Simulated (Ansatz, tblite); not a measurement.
**SnHMe2(SiH3) (C₂H₁₀SiSn): one state, many levels**

The task here is to estimate one member of a computed series from the others.

Method: as each input shows; program: Ansatz 0.2.0, Gaussian basis.

The runs, in order: GFN1-xTB, GFN2-xTB, PBE-D4/def2-TZVP, r2SCAN-D4/def2-TZVP, BLYP-D4/def2-TZVP, CAM-B3LYP-D4/def2-TZVP, r2SCANh-D4/def2-TZVP, PBE-D4/def2-SVP, PBE0-D4/def2-SVP, PBE0-D4/def2-TZVPD, PBE-D4/def2-TZVPD, BLYP-D4/def2-TZVPD, CCSD(T)/def2-TZVP, RPA/def2-TZVP.

4 further runs of the same task are left out: 1 that didn't finish, 3 set aside as unsound or not needed.

**The structure**

The geometry is that of the singlet, from an earlier relaxation (PBE-D4/def2-SVP).

14 atoms, charge 0, spin multiplicity 1.

Bond lengths: Sn1–H2 1.739 Å, Sn1–C3 2.178 Å, Sn1–C7 2.178 Å, Sn1–Si11 2.590 Å, C3–H4 1.107 Å, C3–H5 1.107 Å, C3–H6 1.107 Å, C7–H8 1.107 Å, C7–H9 1.107 Å, C7–H10 1.107 Å, Si11–H12 1.508 Å, Si11–H13 1.508 Å, Si11–H14 1.508 Å. Angles: H2–Sn1–C3 108.7°, H2–Sn1–C7 108.6°, H2–Sn1–Si11 109.6°, C3–Sn1–C7 108.9°, C3–Sn1–Si11 110.5°, C7–Sn1–Si11 110.5°, Sn1–C3–H4 109.6°, Sn1–C3–H5 109.8°, Sn1–C3–H6 110.3°, H4–C3–H5 109.0°, H4–C3–H6 109.0°, H5–C3–H6 109.1°, Sn1–C7–H8 110.3°, Sn1–C7–H9 109.9°, Sn1–C7–H10 109.6°, H8–C7–H9 109.1°, H8–C7–H10 109.0°, H9–C7–H10 109.0° and more.

Geometry (Å):

```xyz
14
charge 0, multiplicity 1
Sn    0.06464    0.11336    0.61232
H     0.07624    0.13646    2.35124
C     2.12289    0.14017   -0.09931
H     2.63548    1.04491    0.28117
H     2.13665    0.15654   -1.20619
H     2.66437   -0.75748    0.25544
C    -0.95073    1.90385   -0.09950
H    -1.99570    1.92253    0.26450
H    -0.95327    1.92039   -1.20640
H    -0.42243    2.80276    0.27323
Si   -1.15462   -2.01427   -0.22173
H    -0.52431   -3.26242    0.34177
H    -1.09141   -2.10352   -1.72589
H    -2.60779   -2.00326    0.17936
```

Sn takes a core potential in the def2 sets. No spin-orbit coupling is included.

PBE0-D4/def2-TZVP was run before; its log isn't repeated, and its numbers join the tables.

Set-up of the first run:

Tight binding, by tblite at 300 K electronic temperature and without a spin-polarisation term:

```python
tblite.interface.Calculator('GFN1-xTB', numbers, positions, charge=0, uhf=0).singlepoint()
```

Tight binding, by tblite at 300 K electronic temperature and without a spin-polarisation term:

```python
tblite.interface.Calculator('GFN2-xTB', numbers, positions, charge=0, uhf=0).singlepoint()
```

start.molden holds the orbitals of an earlier run on this state, given as this run's starting guess.

The input, in.yaml:

```yaml
crystal:
  periodic: [false, false, false]
  atoms:
    - {symbol: Sn, position_ang: [0.064641, 0.113356, 0.612319]}
    - {symbol: H, position_ang: [0.076241, 0.136463, 2.351242]}
    - {symbol: C, position_ang: [2.122889, 0.140167, -0.099312]}
    - {symbol: H, position_ang: [2.635482, 1.044912, 0.281168]}
    - {symbol: H, position_ang: [2.136646, 0.156544, -1.206195]}
    - {symbol: H, position_ang: [2.664373, -0.757475, 0.255444]}
    - {symbol: C, position_ang: [-0.950728, 1.903847, -0.099495]}
    - {symbol: H, position_ang: [-1.995699, 1.922526, 0.264496]}
    - {symbol: H, position_ang: [-0.953265, 1.920387, -1.206403]}
    - {symbol: H, position_ang: [-0.422434, 2.802761, 0.273227]}
    - {symbol: Si, position_ang: [-1.154618, -2.014272, -0.221735]}
    - {symbol: H, position_ang: [-0.524306, -3.262423, 0.341769]}
    - {symbol: H, position_ang: [-1.091409, -2.103523, -1.725891]}
    - {symbol: H, position_ang: [-2.607793, -2.003262, 0.179356]}
basis:
  gaussian: {orbitals: def2-TZVP, initial_orbitals: start.molden}
hamiltonian: {xc: pbe, dispersion: d4}
scf: {omitted_lower_state_checks: [starts]}
output: {orbitals: {seedname: orbitals}}
```

Run with:

```
$ ansatz run in.yaml --threads 2 --pin off --events-out ev --progress --plain --max-ram 32768MiB --backend cpu
```

Among the steps run: PBE-D4/def2-TZVP; r2SCAN-D4/def2-TZVP; BLYP-D4/def2-TZVP; CAM-B3LYP-D4/def2-TZVP; r2SCANh-D4/def2-TZVP; PBE-D4/def2-SVP; PBE0-D4/def2-SVP; PBE0-D4/def2-TZVPD; PBE-D4/def2-TZVPD; BLYP-D4/def2-TZVPD; CCSD(T)/def2-TZVP; RPA/def2-TZVP.

One of the session's tables, all rows but one given; the rest of the session is left out.

It belongs to the step «Binding energy». 

| method | binding an atom (eV) |
| --- | --- |
| HF/def2-TZVP | 2.513 |
| PBE-D4/def2-SVP | 3.334 |
| PBE-D4/def2-TZVP | 3.335 |
| PBE-D4/def2-TZVPD | 3.336 |
| BLYP-D4/def2-TZVP | 3.297 |
| BLYP-D4/def2-TZVPD | 3.298 |
| r2SCAN-D4/def2-TZVP | 3.329 |
| r2SCANh-D4/def2-TZVP | 3.319 |
| PBE0-D4/def2-SVP | 3.318 |
| PBE0-D4/def2-TZVP | 3.316 |
| PBE0-D4/def2-TZVPD | 3.317 |
| CAM-B3LYP-D4/def2-TZVP | 3.340 |
| MP2/def2-TZVP | ? |
| CCSD/def2-TZVP | 3.190 |
| CCSD(T)/def2-TZVP | 3.222 |

Estimate the missing values for MP2/def2-TZVP.

As computed: binding an atom (eV): 3.189. In the column «binding an atom (eV)» it lies between HF/def2-TZVP (2.513) and CCSD/def2-TZVP (3.190).

Caveats from the session: Free atoms were run apart at each level; binding is atoms less cluster, divided by the number of atoms, without zero-point or spin-orbit terms.
